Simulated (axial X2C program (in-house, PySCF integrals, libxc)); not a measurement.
# GeH: EOM-IP-CCSD levels

Wanted for GeH: EOM-IP-CCSD levels, at the two-component level.

Method: two-component X2C with atomic mean-field terms, Ge dyall-acv3z, H dyall-av3z; program: an in-house X2C program for linear molecules on PySCF integrals.

All values are calculated.

### Step 1. Set-up

task.json

```json
{"zs": [32, 1], "q": 0, "bas": ["dyall-acv3z", "dyall-av3z"], "r0": 1.53, "eom": "ip", "rq": -1, "thr": -2.0, "nmax": 95, "grid": [1, 0.96, 1.045, 0.92, 1.09, 1.15]}
```

Keys: zs atomic numbers; q charge; bas basis sets; r0 starting distance in Å; eom kind of EOM run; thr threshold in hartree for freezing inner shells (an s shell follows its p shell); nmax most natural virtual spinors; grid distances as factors.

Run with:

```sh
$ python soeom.py task.json out
```

After this run come: EOM-IP-CCSD at 1.626 Å.

**Question.** What will these runs give? Wanted: next root led by one particle; T1 of the reference; lowest state, Re and ωe.

The runs gave:

| quantity | value |
| --- | --- |
| lowest root at 1.626 Å | Ω = 1/2, 0.928 eV |
| next root led by one particle | Ω = 1/2, about 23270 cm⁻¹ higher |
| T1 of the reference | 0.016 |
| lowest state, Re and ωe | 1.582 Å, 1922 cm⁻¹ |

Removing an electron from the reference determinant of GeH⁻ costs 0.93 eV and empties a spinor of 84% Ge pπ, 12% H pπ. The closed-shell reference lies 0.60 eV above the lowest determinant found, so these energies count from an excited configuration. Errors of 0.1 to 0.3 eV are usual at this size, and roots led by higher excitations are left out, so the list is incomplete, and low states of that kind can be missing. T1 or the largest double amplitude of the reference is raised, which lowers the reliability. The bond is 0.030 Å shorter than in the closed-shell reference at CCSD (1.612 Å).
